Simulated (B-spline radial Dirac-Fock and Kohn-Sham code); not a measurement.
**An X-ray data sheet for Ta⁶¹⁺, step by step**

What does theory give for the Ta⁶¹⁺ ion? The session works out its X-ray form factor and Compton profile, the binding energy of each subshell and how cheaper methods do for the levels.

Method: a free atom or ion on a radial basis; each step names its model; computed with B-spline radial Dirac-Fock and Kohn-Sham code, version 2.

## (1) The system

Tantalum as Ta⁶¹⁺, [Ne] 3s2.

```
nuclear charge     : 73
electrons          : 12
mass number        : 181
nuclear rms radius : 5.3507 fm
```

## (2) Form factor and Compton profile

Model: Dirac-Fock average of configuration, finite nucleus; form factor of the spherical density, Waller-Hartree incoherent function, impulse-approximation Compton profiles.

Recorded inputs:

```ini
task = scatter
Z = 73
charge = 61
configuration = 1s2 2s2 2p6 3s2
mass_number = 181
rms_radius = 5.3507  # fm
s = [0.0, 0.05, 0.1, 0.15, 0.2, 0.25, 0.3, 0.35, 0.4, 0.45, 0.5, 0.6, 0.7, 0.8, 0.9, 1.0, 1.1, 1.2, 1.4, 1.6, 1.8, 2.0, 2.5, 3.0, 3.5, 4.0, 5.0, 6.0]  # 1/A
pz = [0, 0.1, 0.14, 0.2, 0.28, 0.39, 0.56, 0.78, 1.1, 1.6, 2.2, 3.1, 4.4, 6.1, 8.7, 12.0, 17.0, 24.0, 34.0, 48.0, 68.0]  # a.u.
photon_energy = [1000, 2000, 5000, 17479.3, 20000, 50000, 100000, 500000]  # eV
```

Main fields of the result record, rounded:

```text
{
  "status": "converged",
  "form_factor [e]": [12.0, 11.998, 11.99, 11.979, 11.962, 11.941, 11.915, 11.885, 11.85, 11.811, 11.767, 11.668, 11.553, 11.424, 11.281, 11.127, 10.961, 10.787, 10.416, 10.025, 9.623, 9.2196, 8.2452, 7.363, 6.5843, 5.8933, 4.6995, 3.7046],
  "incoherent": [1.525e-11, 0.0039338, 0.01571, 0.035256, 0.062447, 0.097114, 0.13904, 0.18798, 0.24362, 0.30565, 0.37369, 0.52623, 0.69791, 0.88513, 1.0843, 1.2918, 1.5044, 1.719, 2.1442, 2.5521, 2.9347, 3.2902, 4.0835, 4.8027, 5.4917, 6.1494, 7.3205, 8.2752],
  "compton_total [1/a.u.]": [0.34561, 0.34558, 0.34554, 0.34546, 0.34531, 0.34502, 0.34439, 0.34325, 0.34095, 0.3359, 0.32773, 0.31198, 0.28472, 0.24806, 0.20369, 0.17051, 0.13396, 0.083723, 0.040833, 0.017933, 0.0070564],
  "shells": ["1s1/2", "2s1/2", "2p1/2", "2p3/2", "3s1/2"],
  "occupation": [2.0, 2.0, 2.0, 4.0, 2.0],
  "mean_momentum [a.u.]": [75.54, 27.556, 36.095, 32.178, 15.624],
  "r2 [bohr^2]": 0.12913,
  "r_inverse [1/bohr]": 343.02,
  "r1 [bohr]": 0.97705,
  "coherent [b]": [95.746, 95.598, 94.578, 83.0, 79.805, 45.888, 20.069, 1.3939],
  "incoherent_cross_section [b]": [0.0033848, 0.013427, 0.080955, 0.73374, 0.88662, 2.2297, 3.3244, 3.1677]
}
```

The scattering functions against s = sin θ / λ:

```tsv
s (1/Å)	f (e)	f / N	S(s)
0	12.00	1.000	0
0.100	11.99	0.999	0.01571
0.200	11.96	0.997	0.06245
0.300	11.92	0.993	0.1390
0.400	11.85	0.987	0.2436
0.500	11.77	0.981	0.3737
0.700	11.55	0.963	0.6979
0.900	11.28	0.940	1.084
1.10	10.96	0.913	1.504
1.40	10.42	0.868	2.144
1.80	9.623	0.802	2.935
2.50	8.245	0.687	4.083
3.50	6.584	0.549	5.492
5.00	4.699	0.392	7.320
```

## (3) Binding energies

Model: Dirac-Fock average of configuration, Delta-SCF, finite nucleus, first-order Breit with its frequency dependence, self-energy and vacuum polarisation.

Recorded inputs:

```ini
task = binding
```

Main fields of the result record, rounded:

```text
{
  "status": "converged",
  "shells": ["K", "L1", "L2", "L3", "M1"],
  "total_energy_parts [Ha]": [-11247.2544, 14.0856546, -1.23684782, -0.249246947, 13.1552401, -2.36101319],
  "koopmans [eV]": [72984.9, 16634.8, 16145.0, 14830.9, 6779.68],
  "dirac_coulomb [eV]": [72958.9, 16631.1, 16139.4, 14826.6, 6779.45],
  "gaunt [eV]": [-232.289, -25.215, -43.6098, -29.262, -6.72331],
  "retardation [eV]": [15.7886, 1.87494, 4.2717, 4.34732, 0.820407],
  "breit_frequency [eV]": [3.21476, -0.286284, -0.042811, 1.72804, -0.0749771],
  "self_energy [eV]": [-141.389, -20.9667, -0.254883, -1.69621, -5.78783],
  "vacuum_polarisation [eV]": [26.3871, 3.64967, 0.152443, -0.125087, 0.973046],
  "binding [eV]": [72630.6, 16590.2, 16099.9, 14801.5, 6768.66],
  "mean_radius [bohr]": [0.0186458, 0.0770323, 0.0638859, 0.0713376, 0.186284]
}
```

total_energy_parts: Dirac-Coulomb, Gaunt, retardation, frequency dependence, self-energy, vacuum polarisation. 

Each level as Koopmans' value plus corrections (eV):

```tsv
level	-ε	relaxation	Breit	QED	binding
K	72984.9	-25.99	-213.29	-115.00	72630.6
L1	16634.8	-3.69	-23.63	-17.32	16590.2
L2	16145.0	-5.68	-39.38	-0.10	16099.9
L3	14830.9	-4.38	-23.19	-1.82	14801.5
M1	6779.7	-0.23	-5.98	-4.81	6768.7
```

Line energies follow by subtraction:

```tsv
line	energy (eV)
Kα1 (K-L3)	57829.1
Kα2 (K-L2)	56530.7
Lη (L2-M1)	9331.2
Lℓ (L3-M1)	8032.9
```

## (4) The levels by Dirac LDA

Model: Dirac-Kohn-Sham LDA (Slater exchange, VWN correlation), finite nucleus, spherical and without spin polarisation.

Recorded inputs:

```ini
task = binding-ladder
method = lda,vwn
relativity = dirac
```

Main fields of the result record, rounded:

```text
{
  "status": "converged",
  "shells": ["K", "L1", "L2", "L3", "M1"],
  "minus_eigenvalue [eV]": [72347.5, 16404.0, 15973.5, 14663.0, 6732.46],
  "delta_scf [eV]": [72952.4, 16553.8, 16155.6, 14825.9, 6792.52],
  "total_energy [Ha]": -11239.9742,
  "dirac_fock_binding [eV]": [72630.6, 16590.2, 16099.9, 14801.5, 6768.66]
}
```

Beside the Dirac-Fock ΔSCF result with Breit and QED, in eV:

```tsv
level	-ε	miss	ΔSCF	miss	Dirac-Fock
K	72347.5	-283.1	72952.4	+321.8	72630.6
L1	16404.0	-186.2	16553.8	-36.4	16590.2
L2	15973.5	-126.3	16155.6	+55.7	16099.9
L3	14663.0	-138.6	14825.9	+24.4	14801.5
M1	6732.5	-36.2	6792.5	+23.9	6768.7
```

## (5) non-relativistic HF, for comparison

Model: non-relativistic Hartree-Fock, average of configuration, point nucleus.

Settings, as recorded:

```ini
task = binding-ladder
method = hf
relativity = nr
```

Main fields of the result record, rounded:

```text
{
  "status": "converged",
  "shells": ["1s", "2s", "2p", "3s"],
  "minus_eigenvalue [eV]": [67510.9, 15082.4, 14688.3, 6290.8],
  "delta_scf [eV]": [67490.5, 15079.5, 14684.1, 6290.62],
  "total_energy [Ha]": -10500.081
}
```

Beside the Dirac-Fock ΔSCF result with Breit and QED, in eV:

```tsv
level	-ε	miss	ΔSCF	miss	Dirac-Fock
1s	67510.9	-5119.7	67490.5	-5140.1	72630.6
2s	15082.4	-1507.8	15079.5	-1510.7	16590.2
2p	14688.3	-546.0	14684.1	-550.2	15234.3
3s	6290.8	-477.9	6290.6	-478.0	6768.7
```

Spin-orbit partners are averaged with weights 2j + 1.

## (6) Methods side by side

| method | level | eigenvalue miss (%) | ΔSCF miss (%) | time |
| --- | --- | --- | --- | --- |
| Dirac LDA | K | -0.39 | +0.44 | 0.38 s |
| non-relativistic HF | 1s | -7.05 | -7.08 | 0.05 s |
| Dirac-Fock + Breit + QED | all | - | reference | 0.62 s |

Times cover the ground state and all hole states of a step, on one thread of a shared host; states solved in an earlier step are reused, and a first call can include compiling.

## (7) Outcome

| quantity | value |
| --- | --- |
| rms radius of the electron cloud | 0.104 bohr |
| form factor halves at | 3.9 1/Å |
| Compton profile at zero | 0.3456 1/a.u. |
| deepest level listed, K (1s) | 72630.6 eV |
| least bound, M1 (3s) | 6768.7 eV |
| Kα1 | 57829.1 eV |
| ionisation energy, NIST (theoretical) | 6769.00 eV |
| Dirac LDA, K: eigenvalue / ΔSCF | 72347.5 / 72952.4 eV |
| non-relativistic HF, 1s: eigenvalue / ΔSCF | 67510.9 / 67490.5 eV |

**Reading.** f falls from 12 to half of that at s = 3.9 1/Å. Incoherent scattering outweighs coherent from 500 keV on, among the energies asked. For K (1s), relaxation takes off 26.0 eV, Breit terms shift it by -213.29 and QED by -115.00 eV. NIST's ionisation energy differs by +0.34 eV from the least binding energy, within its stated uncertainty. Dirac LDA misses the K level by -0.4 % with its eigenvalue and by +0.4 % with ΔSCF. Breit and QED terms, which only the reference holds, shift this level by tenths of a per cent, so the eigenvalue's nearness can be cancellation. Non-relativistic HF misses the 1s level by -7.0 % with its eigenvalue and by -7.1 % with ΔSCF, as relativity is missing. The Hartree-Fock and Dirac-Fock values hold no electron correlation.
